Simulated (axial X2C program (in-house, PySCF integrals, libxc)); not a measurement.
# MoC⁺: EOM-IP-CCSD levels

Aim: EOM-IP-CCSD levels of MoC⁺, with spin–orbit coupling in the Hamiltonian from the start.

Program: an in-house X2C program for linear molecules on PySCF integrals. Level of theory: two-component X2C with atomic mean-field terms, Mo dyall-cv3z, C dyall-v3z. These are calculated values, not measurements.

**1. Input**

task.json reads:

```json
{"zs": [42, 6], "q": 1, "bas": ["dyall-cv3z", "dyall-v3z"], "r0": 1.88, "eom": "ip", "rq": 0, "thr": -2.0, "nmax": 95, "grid": [1, 0.96, 1.045, 0.92, 1.09, 1.15]}
```

Keys: zs atomic numbers; q charge; bas basis sets; r0 starting distance in Å; eom kind of EOM run; thr threshold in hartree for freezing inner shells (an s shell follows its p shell); nmax most natural virtual spinors; grid distances as factors.

Started as:

```bash
$ python soeom.py task.json out
```

After this run come: EOM-IP-CCSD at 1.652 Å.

**Question.** What will these runs give? Wanted: next root led by one particle; T1 of the reference; lowest state, Re and ωe.

The runs gave:

```
                     quantity                            value
       lowest root at 1.652 Å                Ω = 3/2, 7.182 eV
next root led by one particle  Ω = 1/2, about 9090 cm⁻¹ higher
          T1 of the reference                            0.021
      lowest state, Re and ωe               1.625 Å, 1153 cm⁻¹
```

**Reading.** Removing an electron from the reference determinant of MoC costs 7.18 eV and empties a spinor of 99% Mo dδ. The closed-shell reference lies 0.90 eV above the lowest determinant found, so these energies count from an excited configuration. Errors of 0.1 to 0.3 eV are usual at this size, and roots led by higher excitations are left out, so the list is incomplete, and low states of that kind can be missing.
